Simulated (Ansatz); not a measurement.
From input file to script: FH₅O₂Si₂, SMILES O[SiH2][SiH](O)F in Ansatz 0.2.0.

```yaml
crystal:
  periodic: [false, false, false]
  atoms:
    - { symbol: O, position_ang: [-1.9246, 0.6021, -0.403] }
    - { symbol: Si, position_ang: [-1.0608, -0.3416, 0.5672] }
    - { symbol: Si, position_ang: [1.2047, -0.1692, 0.046] }
    - { symbol: O, position_ang: [1.613, -0.5638, -1.5277] }
    - { symbol: F, position_ang: [1.7006, 1.3513, 0.2068] }
    - { symbol: H, position_ang: [-2.0842, 1.5787, -0.1134] }
    - { symbol: H, position_ang: [-1.5044, -1.7348, 0.4095] }
    - { symbol: H, position_ang: [-1.2668, 0.1089, 1.9611] }
    - { symbol: H, position_ang: [2.0557, -1.0123, 0.9979] }
    - { symbol: H, position_ang: [1.3498, 0.1296, -2.1415] }
basis:
  gaussian: { orbitals: "6-31G*" }
hamiltonian:
  xc: { name: B97M-V }
output:
  forces: true
```

The program run on that file:
```console
$ ansatz run input.yaml --threads 1 --pin off --max-ram 4096MiB --backend cpu --events-out ev --progress --plain --runs-dir out
Engine: ansatz 0.2.0, x86_64-unknown-linux-gnu
Functional definition: B97M-V
  parameter cx00 = 1.000
  parameter cx01 = 1.308
  parameter cx02 = 1.901
  parameter cx10 = 0.416
  parameter cx11 = 3.070
  parameter css00 = 1.000
  parameter css02 = -1.855
  parameter css10 = -5.668
  parameter css32 = -20.497
  parameter css42 = -20.364
  parameter cos00 = 1.000
  parameter cos01 = 1.573
  parameter cos03 = -6.298
  parameter cos10 = 2.535
  parameter cos32 = -6.427
  parameter b = 6.0
  parameter c = 0.01
  gx(w, u) = cx00 + cx01*u + cx02*u^2 + (cx10 + cx11*u)*w
  gss(w, u) = css00 + css02*u^2 + css10*w + (css32*w^3 + css42*w^4)*u^2
  gos(w, u) = cos00 + cos01*u + cos03*u^3 + cos10*w + cos32*w^3*u^2
  exchange = spin_sum(e_x_unif_s*gx(b97_w, b97_u_x))
  correlation = spin_sum(e_c_pw_mod_same_spin*gss(b97_w, b97_u_same))
      + integral(e_c_pw_mod_opposite_spin*gos(b97_w_opposite, b97_u_opposite)) + vv10(b, c)
1034 factors; their error is unknown
mean field evaluation 1: about -22634.7882 eV, gradient 7.2e1 eV
mean field evaluation 2: about -22605.6798 eV, gradient 1.4e2 eV
mean field evaluation 4: about -22643.3861 eV, gradient 7.8e0 eV
mean field evaluation 8: about -22643.4826 eV, gradient 1.9e-1 eV
mean field evaluation 16: about -22643.3963 eV, gradient 6.9e-5 eV
mean field -22643.39633267 eV, -832.1294669802 hartree, gradient 6.6e-6 eV, S^2 0.000000; 0 other end points of the search recorded, 0 dependent functions left out
the calculation of the forces begins
reference -22643.39638951 eV, -832.1294690692 hartree; 29, 29 occupied and 64, 64 virtual orbitals, 1034 factors
Total energy: -22643.39638951 eV, -832.1294690692 hartree
Atom 0 at    -1.924600     0.602100    -0.403000 Å, force    -1.789965     3.826746    -0.729204 eV/Å
Atom 1 at    -1.060800    -0.341600     0.567200 Å, force     1.301272    -0.429637     0.903248 eV/Å
Atom 2 at     1.204700    -0.169200     0.046000 Å, force     0.718824    -0.552870    -0.098332 eV/Å
Atom 3 at     1.613000    -0.563800    -1.527700 Å, force    -0.195478    -0.149860     0.635554 eV/Å
Atom 4 at     1.700600     1.351300     0.206800 Å, force    -0.134814     0.394359     0.250936 eV/Å
Atom 5 at    -2.084200     1.578700    -0.113400 Å, force     0.522478    -2.811856    -0.735232 eV/Å
Atom 6 at    -1.504400    -1.734800     0.409500 Å, force    -0.143853    -0.321262    -0.029467 eV/Å
Atom 7 at    -1.266800     0.108900     1.961100 Å, force     0.036295    -0.103389     0.468834 eV/Å
Atom 8 at     2.055700    -1.012300     0.997900 Å, force    -0.285221     0.169302    -0.520096 eV/Å
Atom 9 at     1.349800     0.129600    -2.141500 Å, force    -0.029539    -0.021533    -0.146242 eV/Å
Dipole moment:    -0.327652     0.314505     0.032494 e Å
```

Typed at the interpreter:
```pycon
>>> import ansatz as az
>>> import numpy as np
>>> import pandas as pd
>>> BASIS_SET = "6-31G*"
>>> GEOMETRY = """
... O    -1.92460    0.60210   -0.40300
... Si   -1.06080   -0.34160    0.56720
... Si    1.20470   -0.16920    0.04600
... O     1.61300   -0.56380   -1.52770
... F     1.70060    1.35130    0.20680
... H    -2.08420    1.57870   -0.11340
... H    -1.50440   -1.73480    0.40950
... H    -1.26680    0.10890    1.96110
... H     2.05570   -1.01230    0.99790
... H     1.34980    0.12960   -2.14150
... """
>>> molecule = az.Crystal.molecule()
>>> for line in GEOMETRY.strip().splitlines():
...     symbol, *xyz = line.split()
...     molecule = molecule.atom(symbol, [float(v) for v in xyz])
...
>>> calc = molecule.calculation()
>>> calc = calc.basis(gaussian=BASIS_SET).functional(az.LibraryFunctional("B97M-V"))
>>> calc = calc.forces()
>>> done = calc.run(threads=1)
>>> summary = done.report
>>> {key: value for key, value in summary.items() if isinstance(value, (int, float)) and "ev" in key}
{'free_energy_ev': -22643.39638951016, 'reference_energy_ev': -22643.39638951016}
>>> summary["mean_field"]["state"]["spin_squared"]
-7.815970093361102e-14
>>> summary["converged"], summary["free_energy_ev"]
(True, -22643.39638951016)
>>> print("reference energy %16.6f eV" % summary["reference_energy_ev"])
reference energy    -22643.396390 eV
>>> print("total energy     %16.6f eV" % summary["free_energy_ev"])
total energy        -22643.396390 eV
>>> print("occupied orbitals outside the frozen core (up, down):", summary["n_occupied"], " frozen:", summary["n_frozen"], " virtual:", summary["n_virtual"])
occupied orbitals outside the frozen core (up, down): [29, 29]  frozen: 0  virtual: [64, 64]
>>> field = summary["mean_field"]
>>> print("<S^2> =", round(abs(field["state"]["spin_squared"]), 4), " all-electron relativity setting:", field["relativity"])
<S^2> = 0.0  all-electron relativity setting: none
>>> print("passes:", field["passes"])
passes: {'evaluations': 16, 'products': 11}
>>> if "symmetry" in field:
...     print("occupied orbitals by irrep:", field["symmetry"]["occupied"])
...
occupied orbitals by irrep: [{'A': 29}, {'A': 29}]
>>> symbols = [site.symbol for site in molecule.cartesian_sites]
>>> print("forces (eV/A)")
forces (eV/A)
>>> for symbol, f in zip(symbols, summary["forces_ev_ang"]):
...     print(f"  {symbol:2s} {f[0]:9.4f} {f[1]:9.4f} {f[2]:9.4f}")
...
  O    -1.7900    3.8267   -0.7292
  Si    1.3013   -0.4296    0.9032
  Si    0.7188   -0.5529   -0.0983
  O    -0.1955   -0.1499    0.6356
  F    -0.1348    0.3944    0.2509
  H     0.5225   -2.8119   -0.7352
  H    -0.1439   -0.3213   -0.0295
  H     0.0363   -0.1034    0.4688
  H    -0.2852    0.1693   -0.5201
  H    -0.0295   -0.0215   -0.1462
>>> charges = summary["charge_distribution"]
>>> table = pd.DataFrame({"atom": symbols, "mulliken": charges["mulliken_charges_e"], "lowdin": charges["lowdin_charges_e"]})
>>> table.round(3)
  atom  mulliken  lowdin
0    O    -0.712  -0.375
1   Si     0.480   0.214
2   Si     0.845   0.272
3    O    -0.717  -0.382
4    F    -0.404  -0.133
5    H     0.433   0.342
6    H    -0.094  -0.069
7    H    -0.116  -0.085
8    H    -0.147  -0.100
9    H     0.432   0.314
>>> print("dipole (e A):", np.round(charges["dipole_moment_e_ang"], 4) + 0.0)
dipole (e A): [-0.3277  0.3145  0.0325]
```

What to keep in mind:
- Total energies depend on the basis set; only differences at equal settings carry meaning.
- The geometry is a force-field or estimated start, not a minimum of this method, and the basis set is short of its limit.
- The Löwdin charges here are taken after orthogonalising the functions within each atom; they differ from plain Löwdin charges, and their signs can be unphysical.
- It ran for 7.8 s on 1 thread of INTEL(R) XEON(R) PLATINUM 8581C CPU @ 2.30GHz (Emerald Rapids), with other jobs on the host, peak memory 0.31 GiB.

(Lines on the test bed's own set-up are left out of the output.)
